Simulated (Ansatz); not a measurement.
# C3H7GeP: geometry optimisation from a Python script

What geometry does C3H7GeP take? Wanted for C3H7GeP: a geometry optimisation. SMILES: CC#[C][GeH2][PH2].

Program: Ansatz 0.2.0 through its Python package. Level of theory: PBE/def2-SVP. These are calculated values, not measurements.

### 1 The system

Bond lengths: C1–C2 1.463 Å, C2–C3 1.205 Å, C3–Ge4 1.893 Å, Ge4–P5 2.285 Å, C1–H6 1.109 Å, C1–H7 1.109 Å, C1–H8 1.109 Å, Ge4–H9 1.550 Å, Ge4–H10 1.550 Å, P5–H11 1.453 Å, P5–H12 1.453 Å. Angles (14 of 17 angles, heavy atoms first): C1–C2–C3 180.0°, C2–C3–Ge4 179.9°, C3–Ge4–P5 109.3°, C2–C1–H6 109.5°, C2–C1–H7 109.5°, C2–C1–H8 109.5°, C3–Ge4–H9 109.5°, C3–Ge4–H10 109.5°, P5–Ge4–H9 109.5°, P5–Ge4–H10 109.5°, Ge4–P5–H11 93.7°, Ge4–P5–H12 93.7°, H6–C1–H7 109.5°, H6–C1–H8 109.5°.

The script holds or builds the structure itself.

### 2 Script

Contents of c3h7gep.py:

```python
"""Geometry optimisation of C3H7GeP."""

import itertools

import ansatz as az
from ase.data import atomic_numbers, covalent_radii
import numpy as np

molecule = (
    az.Crystal.molecule()
    .atom("C", (2.6171, 0.6572, -0.1209))
    .atom("C", (1.2735, 0.1441, 0.1463))
    .atom("C", (0.1664, -0.2783, 0.366))
    .atom("Ge", (-1.574, -0.9399, 0.7087))
    .atom("P", (-3.0442, 0.0076, -0.761))
    .atom("H", (2.6028, 1.2661, -1.0482))
    .atom("H", (2.9485, 1.2873, 0.73))
    .atom("H", (3.3192, -0.1924, -0.2472))
    .atom("H", (-1.5851, -2.4796, 0.5312))
    .atom("H", (-1.9871, -0.5795, 2.1584))
    .atom("H", (-2.1995, -0.245, -1.9156))
    .atom("H", (-2.5375, 1.3523, -0.5477))
)

calculation = molecule.calculation().basis(gaussian="def2-SVP").functional("pbe")
symbols = [site.symbol for site in molecule.cartesian_sites]
start = np.array([site.position_ang for site in molecule.cartesian_sites], dtype=float)
def progress(event):
    if event["event"] == "relax_step":
        row = event["data"]
        print(f"step {row['step']:3d}  E = {row['lagrangian_ev']:.6f} eV  largest force component {row['allowed_force_max_ev_ang']:.4f} eV/A")


rep = calculation.relax(force_tolerance=0.01).session().plan().execute(on_event=progress).report
end = np.array(rep["positions_ang"])

print(f"E = {rep['free_energy_ev']:.6f} eV = {rep['free_energy_ev'] / 27.211386246:.7f} Ha")
print("converged:", rep["converged"], " doubts:", rep["published_state_doubts"] or "none")

# pairs closer than 1.2 times the sum of covalent radii, before or after
radius = [covalent_radii[atomic_numbers[s]] for s in symbols]
span = lambda where, i, j: np.linalg.norm(where[i] - where[j])
bonded = [(i, j) for i, j in itertools.combinations(range(len(symbols)), 2) if min(span(start, i, j), span(end, i, j)) < 1.2 * (radius[i] + radius[j])]
print("pair        before    after (A)")
for i, j in bonded:
    print(f"{symbols[i]}{i}-{symbols[j]}{j}".ljust(10), f"{span(start, i, j):8.4f} {span(end, i, j):8.4f}")
for first, second in list(itertools.combinations(bonded, 2)):
    shared = set(first) & set(second)
    if shared and symbols[(j := shared.pop())] != "H":
        i, k = sorted((set(first) | set(second)) - {j})
        u, v = end[i] - end[j], end[k] - end[j]
        angle = np.degrees(np.arccos(np.clip(u @ v / np.linalg.norm(u) / np.linalg.norm(v), -1, 1)))
        print(f"final angle {symbols[i]}{i}-{symbols[j]}{j}-{symbols[k]}{k}: {angle:.2f} deg")
with open("c3h7gep_opt.xyz", "w") as handle:
    handle.write(f"{len(symbols)}\nrelaxed C3H7GeP\n")
    handle.writelines(f"{s:2s} {x:11.6f} {y:11.6f} {z:11.6f}\n" for s, (x, y, z) in zip(symbols, end))
```

### 3 The input behind the calls

The engine receives this input:

```yaml
crystal:
  periodic: [false, false, false]
  atoms:
    - { symbol: C, position_ang: [2.6171, 0.6572, -0.1209] }
    - { symbol: C, position_ang: [1.2735, 0.1441, 0.1463] }
    - { symbol: C, position_ang: [0.1664, -0.2783, 0.366] }
    - { symbol: Ge, position_ang: [-1.574, -0.9399, 0.7087] }
    - { symbol: P, position_ang: [-3.0442, 0.0076, -0.761] }
    - { symbol: H, position_ang: [2.6028, 1.2661, -1.0482] }
    - { symbol: H, position_ang: [2.9485, 1.2873, 0.73] }
    - { symbol: H, position_ang: [3.3192, -0.1924, -0.2472] }
    - { symbol: H, position_ang: [-1.5851, -2.4796, 0.5312] }
    - { symbol: H, position_ang: [-1.9871, -0.5795, 2.1584] }
    - { symbol: H, position_ang: [-2.1995, -0.245, -1.9156] }
    - { symbol: H, position_ang: [-2.5375, 1.3523, -0.5477] }
basis:
  gaussian:
    orbitals: def2-SVP
hamiltonian:
  xc: pbe
relax:
  f_tol: 0.01
```

### 4 The run

Run with:

```bash
$ python c3h7gep.py
```

Q: Predict the main results. Wanted: total energy; dipole moment; moves of the relaxation; energy gained; last largest force component.

As calculated:

| quantity | value |
| --- | --- |
| total energy | -69000.8529 eV |
| dipole moment | 2.03 D |
| moves of the relaxation | 5 |
| energy gained | 0.088 eV |
| last largest force component | 0.0057 eV/Å |

In words: The relaxation took 5 moves; the largest shift is 0.109 Å. The end point is the stationary point reached from this start; no frequency run checks that it is a minimum, and the basis set is modest.
